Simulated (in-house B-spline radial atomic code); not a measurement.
# I⁹⁺: binding energies from hole states

Wanted: ΔSCF binding energies of I⁹⁺.

Method: Dirac-Hartree-Fock, average of configuration, Fermi nucleus, basis-set limit. Code: in-house B-spline radial atomic code version 1.

**1. The atom as given**

* element: iodine (Z = 53)
* charge: +9
* electrons: 44
* configuration: [Kr] 4d8
* Hamiltonian: Dirac-Coulomb
* nucleus: Fermi, rms radius 4.750 fm

Outer shells as boxes (Hund's rule):

[Kr] 4d8
```
[Kr] core
4d [↑↓][↑↓][↑↓][↑ ][↑ ]
```

The boxes draw the filling by Hund's rule, which heavy ions in jj coupling don't follow; these runs average over all states of the configuration.

Settings, as recorded:

```ini
Z = 53
electrons = 44.0
configuration = [Kr] 4d8
hamiltonian = dirac
method = hf
spin_polarised = False
nucleus = fermi
rms_radius = 4.75
mass_number = 127
atomic_mass = 126.904472592
speed_of_light = 137.035999084
```

From the earlier run of the reference: total energy -7092.693094 hartree. Levels, eight at most:

| orbital | occupation | energy (eV) | <r> (bohr) |
| --- | --- | --- | --- |
| 3p3/2 | 4 | -1051.50 | 0.3138 |
| 3d3/2 | 4 | -806.35 | 0.2854 |
| 3d5/2 | 6 | -794.31 | 0.2890 |
| 4s1/2 | 2 | -350.48 | 0.7299 |
| 4p1/2 | 2 | -297.92 | 0.7570 |
| 4p3/2 | 4 | -285.97 | 0.7801 |
| 4d3/2 | 3.2 | -201.26 | 0.8527 |
| 4d5/2 | 4.8 | -199.26 | 0.8613 |

**2. The 3d3/2 hole**

In configurations, a minus sign after the shell means j = l − 1/2 and a plus sign j = l + 1/2; the count of electrons follows.

Settings, as recorded:

```ini
Z = 53
electrons = 43.0
configuration = 1s2 2s2 2p6 3s2 3p6 3d-3 3d+6 4s2 4p6 4d8
hamiltonian = dirac
method = hf
spin_polarised = False
nucleus = fermi
rms_radius = 4.75
mass_number = 127
atomic_mass = 126.904472592
speed_of_light = 137.035999084
```

**3. The 3d5/2 hole**

Changes to the settings of step 2:

```diff
@@ -2,3 +2,3 @@
 electrons = 43.0
-configuration = 1s2 2s2 2p6 3s2 3p6 3d-3 3d+6 4s2 4p6 4d8
+configuration = 1s2 2s2 2p6 3s2 3p6 3d-4 3d+5 4s2 4p6 4d8
 hamiltonian = dirac
```

**4. The 4s hole**

Changes to the settings of step 3:

```diff
@@ -2,3 +2,3 @@
 electrons = 43.0
-configuration = 1s2 2s2 2p6 3s2 3p6 3d-4 3d+5 4s2 4p6 4d8
+configuration = 1s2 2s2 2p6 3s2 3p6 3d10 4s1 4p6 4d8
 hamiltonian = dirac
```

**5. The 4p1/2 hole**

Changes to the settings of step 4:

```diff
@@ -2,3 +2,3 @@
 electrons = 43.0
-configuration = 1s2 2s2 2p6 3s2 3p6 3d10 4s1 4p6 4d8
+configuration = 1s2 2s2 2p6 3s2 3p6 3d10 4s2 4p-1 4p+4 4d8
 hamiltonian = dirac
```

**6. The 4p3/2 hole**

Changes to the settings of step 5:

```diff
@@ -2,3 +2,3 @@
 electrons = 43.0
-configuration = 1s2 2s2 2p6 3s2 3p6 3d10 4s2 4p-1 4p+4 4d8
+configuration = 1s2 2s2 2p6 3s2 3p6 3d10 4s2 4p-2 4p+3 4d8
 hamiltonian = dirac
```

**7. The 4d hole**

Changes to the settings of step 6:

```diff
@@ -2,3 +2,3 @@
 electrons = 43.0
-configuration = 1s2 2s2 2p6 3s2 3p6 3d10 4s2 4p-2 4p+3 4d8
+configuration = 1s2 2s2 2p6 3s2 3p6 3d10 4s2 4p6 4d7
 hamiltonian = dirac
```

Q: What does each hole state cost in eV, and how does that compare with the orbital energies or single holes?

As calculated:

| hole | ΔSCF (eV) | with Breit, QED, recoil (eV) | −ε of the parent (eV) | −ε less ΔSCF (eV) |
| --- | --- | --- | --- | --- |
| 3d3/2 | 794.54 | 794.00 | 806.35 | 11.80 |
| 3d5/2 | 781.86 | 781.61 | 794.31 | 12.44 |
| 4s | 348.46 | 348.04 | 350.48 | 2.02 |
| 4p1/2 | 296.02 | 295.68 | 297.92 | 1.90 |
| 4p3/2 | 284.22 | 284.03 | 285.97 | 1.75 |
| 4d | 198.62 | 198.61 | - | - |

Relaxation of the remaining electrons brings each binding energy under −ε, by 11.8 eV for 3d3/2 and 1.75 eV for 4p3/2. The spin-orbit splitting of the 3d hole is 12.39 eV with those corrections. Two partly filled shells share a symmetry and can mix in the average, which may lower the energy, in these hole states: 3d3/2; 3d5/2. A dash stands where an open shell is averaged over j, so that no single parent level belongs to the hole. Values are for the free ion, measured from the vacuum level.
